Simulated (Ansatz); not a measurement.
## ZrH₃, space group Pm-3m: a relaxation followed by a look at the electronic structure, step by step

Computed with the Python package of Ansatz (0.2.0).

Contents of `POSCAR`:
```text
ZrH3
1.0
   3.12603800    0.00000000    0.00000000
   0.00000000    3.12603800    0.00000000
   0.00000000    0.00000000    3.12603800
Zr H
1 3
Direct
   0.00000000    0.00000000    0.00000000
   0.00000000    0.50000000    0.50000000
   0.50000000    0.00000000    0.50000000
   0.50000000    0.50000000    0.00000000
```

Interactive session:
```pycon
>>> import warnings
>>> import ansatz
>>> from ase.io import read
>>> import numpy as np
>>> def count_gap(report):
...     # lowest empty less highest filled band, counting bands; zero where they overlap
...     return max(report.get("gap_by_band_count_ev") or 0.0, 0.0)
...
>>> def with_settings(crystal, spacing):
...     return (
...         crystal.calculation()
...         .mixing("broyden", preconditioner="kerker_dos")
...         .occupations("Fermi-Dirac")
...         .functional("r2scan")
...         .scf(tolerance=1e-09, extra_bands=16)
...         .pseudopotentials("paw")
...         .kpoints(spacing=spacing)
...     )
...
>>> warnings.simplefilter("ignore", ansatz.DeckWarning)
>>> atoms = read("POSCAR", format="vasp")
>>> system = ansatz.Crystal.from_ase(atoms)
>>> relaxed = with_settings(system, 0.34).relax(cell=True, force_tolerance=0.02, max_steps=40).checkpoint(write="relax.run").run(threads=1, pin="off")

>>> cell = np.asarray(relaxed.lattice.cell_ang)
>>> print("relaxed edges (A):", np.linalg.norm(cell, axis=1).round(4), " volume:", round(abs(np.linalg.det(cell)), 3), "A^3")
relaxed edges (A): [3.1185 3.1185 3.1185]  volume: 30.329 A^3
>>> for site in relaxed.lattice.sites:
...     print(" ", site.symbol, np.round(site.position_frac, 4) + 0.0)
...
  Zr [0. 0. 0.]
  H [0.  0.5 0.5]
  H [0.5 0.  0.5]
  H [0.5 0.5 0. ]
>>> final = ansatz.Crystal.from_checkpoint("relax.run")
>>> res = with_settings(final, 0.26).functional("r2scan").stress().band_table().density_of_states(energy_step=0.05).run(threads=1, pin="off")
>>> rep = res.report
>>> rep["free_energy_ev"]
-4244.194889388827
>>> res.lattice.cell_ang
array([[ 3.11854256e+00, -1.20370622e-34,  3.20988324e-35],
       [-2.40741243e-35,  3.11854256e+00, -3.20988324e-35],
       [ 3.20988324e-35,  0.00000000e+00,  3.11854256e+00]])
>>> dos = res.density_of_states()
>>> print(f"pressure at the relaxed cell {np.trace(rep['stress_gpa']) / 3:.3f} GPa, gap by band count {count_gap(rep):.3f} eV")
pressure at the relaxed cell -0.954 GPa, gap by band count 0.000 eV
>>> if count_gap(rep) == 0:
...     print("states/eV at the Fermi level:", round(float(np.interp(dos.fermi_ev, dos.energies_ev, dos.spin_summed_g_bin_mean_per_ev)), 3))
...
states/eV at the Fermi level: 0.849
```

What to keep in mind:
- These settings explore the input space; cutoff and mesh may be short of convergence.
- For a metal this k-point mesh is coarse: on a finer one energies can move by several to tens of meV an atom and pressures by half a GPa or more, differences at one mesh by less.
- Only differences from the Fermi energy are physical; the zero of the scale is a convention.
- The program warned that this SCF threshold is loose for forces or stresses.
- A gap by band count of zero or less means overlapping bands, a metal, and at an odd count of electrons it is no gap at all.
- The structure comes from a database of computed cells and needn't be a stable or known phase.
- Levels are Kohn-Sham eigenvalues on this mesh, without spin-orbit coupling.
- Where the second run takes another functional or mesh than the relaxation, its pressure isn't zero; pressure is positive in compression.
- The density of states is complete only as far up as bands were computed.
- The script silences the warnings on its input, which a real study should read.
- Finished in 9.9 s on 1 thread of Arm Neoverse V2, on a shared host, peak memory 0.49 GiB.

(Lines on the test bed's own set-up are left out of the output.)
